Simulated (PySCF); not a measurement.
# HO4W (W(O)3(OH)-): the cost of one run

Method: r2SCAN, W def2-SVP with ECP60, O def2-SVP, H def2-SVP; scalar-relativistic core potentials, no spin–orbit coupling; program: PySCF 2.14.0.

4 further runs of the same task are left out: 2 for a known fault of the program, 1 that didn't finish, 1 set aside as unsound or not needed.

## Step 1: The starting structure

6 atoms, charge -1, spin multiplicity 1.

Bond lengths: W1–O2 1.759 Å, W1–O3 1.759 Å, W1–O4 1.758 Å, W1–O5 1.956 Å, O5–H6 0.966 Å. Angles: O2–W1–O3 108.6°, O2–W1–O4 110.4°, O2–W1–O5 109.2°, O3–W1–O4 110.4°, O3–W1–O5 109.2°, O4–W1–O5 108.9°, W1–O5–H6 114.4°.

As a file:

```xyz
6
charge -1, multiplicity 1
W     0.00837   -0.00837   -0.06006
O     0.94117    1.07881    0.96064
O    -1.07881   -0.94117    0.96064
O     1.07740   -1.07740   -0.95640
O    -1.04477    1.04477   -1.32856
H    -1.66242    1.66242   -0.91704
```

Formal oxidation states: W +6. An earlier session relaxed this geometry at r2SCAN, W def2-SVP with ECP60, O def2-SVP, H def2-SVP (singlet, point group Cs).

Its energy there is -368.526146 Eh.

## Step 2: Multiplicity 3 at the relaxed geometry

The input, run.py (the lines that set the calculation):

```python
mol = gto.M(atom='''
W      0.00837    -0.00837    -0.06006
O      0.94117     1.07881     0.96064
O     -1.07881    -0.94117     0.96064
O      1.07740    -1.07740    -0.95640
O     -1.04477     1.04477    -1.32856
H     -1.66242     1.66242    -0.91704''',
    basis={'W': 'def2-SVP', 'O': 'def2-SVP', 'H': 'def2-SVP'},
    ecp={'W': 'def2-SVP'},
    charge=-1, spin=2)
mf = dft.UKS(mol, xc='R2SCAN')
mf.grids.atom_grid = (50, 194)
mf = mf.density_fit()  # fitting sets: W def2-universal-JKFIT, O def2-universal-JKFIT, H def2-universal-JKFIT
mf.conv_tol = 1e-08; mf.max_cycle = 55
mf.kernel(dm0)  # dm0: free metal ions and neutral atoms
```

Started as:

```
$ OMP_NUM_THREADS=2 python run.py
```

**Question.** How long does this run take on 2 threads of Arm Neoverse V1, shared host?

About 8.6 s.
